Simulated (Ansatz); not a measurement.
**C₂H₆FNO₂W: taking an electron away**

One table from this session's results is given with a row withheld; the runs are named, their logs left out.

Program: Ansatz 0.2.0, Gaussian basis. Level of theory: unrestricted cation, the program's frozen cores in correlated methods. These are calculated values, not measurements.

The runs, in order: UKS PBE-D4/def2-TZVPP; UKS r2SCAN-D4/def2-TZVPP; UKS PBE0-D4/def2-TZVPP; UKS B3LYP-D4/def2-TZVPP; UKS wB97X-V/def2-TZVPP; UKS wB97M-V/def2-TZVPP; UKS B2PLYP/def2-TZVPP; UHF-CCSD(T)/def2-TZVPP; UHF-MP2/def2-QZVPP; extrapolation to the limit; then −ε(HOMO) from the neutral's earlier runs with LDA (SPW92), PBE-D4, revPBE-D4, BLYP-D4, r2SCAN-D4, B97M-V, PBE0-D4, B3LYP-D4, r2SCANh-D4, r2SCAN0-D4, HSE06-D4, BHLYP-D4, CAM-B3LYP-D4, LC-ωPBE, ωB97X-V, ωB97M-V.

### Structure used throughout

All runs share one geometry, relaxed beforehand with PBE0-D4 in a triple-zeta def2 set. W takes the def2 core potential; no spin-orbit term is included.

SMILES `C[N](C)[W](=[O])(=[O])[F]`, 13 atoms, charge 0, spin multiplicity 1.

Atoms are counted from 1 here; the program's logs count them from 0.

Bond lengths: C1–N2 1.452 Å, C1–H8 1.096 Å, C1–H9 1.096 Å, C1–H10 1.090 Å, N2–C3 1.452 Å, N2–W4 1.920 Å, C3–H11 1.096 Å, C3–H12 1.095 Å, C3–H13 1.090 Å, W4–O5 1.708 Å, W4–O6 1.708 Å, W4–F7 1.873 Å. Angles: N2–C1–H8 110.2°, N2–C1–H9 110.3°, N2–C1–H10 110.9°, H8–C1–H9 108.3°, H8–C1–H10 108.6°, H9–C1–H10 108.4°, C1–N2–C3 113.4°, C1–N2–W4 123.2°, C3–N2–W4 123.2°, N2–C3–H11 110.3°, N2–C3–H12 110.2°, N2–C3–H13 110.9°, H11–C3–H12 108.3°, H11–C3–H13 108.4°, H12–C3–H13 108.6°, N2–W4–O5 107.4°, N2–W4–O6 107.4°, N2–W4–F7 109.9° and more.

The first run:

The input, in.yaml:

```yaml
crystal:
  periodic: [false, false, false]
  atoms:
    - {symbol: C, position_ang: [-0.482850, -0.211031, 1.432189]}
    - {symbol: N, position_ang: [0.019501, -0.114285, 0.073685]}
    - {symbol: C, position_ang: [1.170813, -0.962391, -0.176284]}
    - {symbol: W, position_ang: [-0.658294, 1.142071, -1.210614]}
    - {symbol: O, position_ang: [0.647009, 1.605341, -2.210063]}
    - {symbol: O, position_ang: [-1.275019, 2.477454, -0.342464]}
    - {symbol: F, position_ang: [-2.011175, 0.345039, -2.230904]}
    - {symbol: H, position_ang: [-0.837932, -1.227641, 1.633562]}
    - {symbol: H, position_ang: [0.312288, 0.024906, 2.148709]}
    - {symbol: H, position_ang: [-1.307540, 0.482973, 1.592664]}
    - {symbol: H, position_ang: [1.974430, -0.730084, 0.531904]}
    - {symbol: H, position_ang: [0.898501, -2.016567, -0.055160]}
    - {symbol: H, position_ang: [1.550258, -0.815774, -1.187243]}
basis:
  gaussian: {orbitals: def2-TZVPP}
total_charge: 1
magnetization: {spin_polarized: true, initial_magnetization: 1}
hamiltonian: {xc: pbe, dispersion: d4}
```

The run is started by

```console
ansatz run in.yaml --threads 2 --pin off --events-out ev --progress --plain --max-ram 32768MiB --backend cuda --devices 0, --max-vram 18GiB
```

Steps of the session up to this table: Cation, UKS PBE-D4/def2-TZVPP; Cation, UKS r2SCAN-D4/def2-TZVPP; Cation, UKS PBE0-D4/def2-TZVPP; Cation, UKS B3LYP-D4/def2-TZVPP; Cation, UKS wB97X-V/def2-TZVPP; Cation, UKS wB97M-V/def2-TZVPP; Cation, UKS B2PLYP (frozen core)/def2-TZVPP; Cation, UHF-CCSD(T)/def2-TZVPP; Cation, UHF-MP2/def2-QZVPP.

One of the session's tables, all rows but one given; the rest of the session is left out.

For comparison, −ε(HOMO) of the neutral from earlier runs:

| functional | −ε(HOMO) (eV) |
| --- | --- |
| LDA (SPW92) | 6.75 |
| PBE-D4 | 6.57 |
| revPBE-D4 | 6.49 |
| BLYP-D4 | 6.47 |
| r2SCAN-D4 | 6.84 |
| B97M-V | 6.94 |
| PBE0-D4 | 7.90 |
| B3LYP-D4 | 7.70 |
| r2SCANh-D4 | 7.33 |
| r2SCAN0-D4 | 8.09 |
| HSE06-D4 | ? |
| BHLYP-D4 | 9.17 |
| CAM-B3LYP-D4 | 9.27 |
| LC-ωPBE | 10.54 |
| ωB97X-V | 10.22 |
| ωB97M-V | 10.13 |

Q: Estimate the row for HSE06-D4 from the others.

**Answer.** −ε(HOMO) (eV): 7.50. In the column «−ε(HOMO) (eV)» it lies between r2SCANh-D4 (7.33) and B3LYP-D4 (7.70).
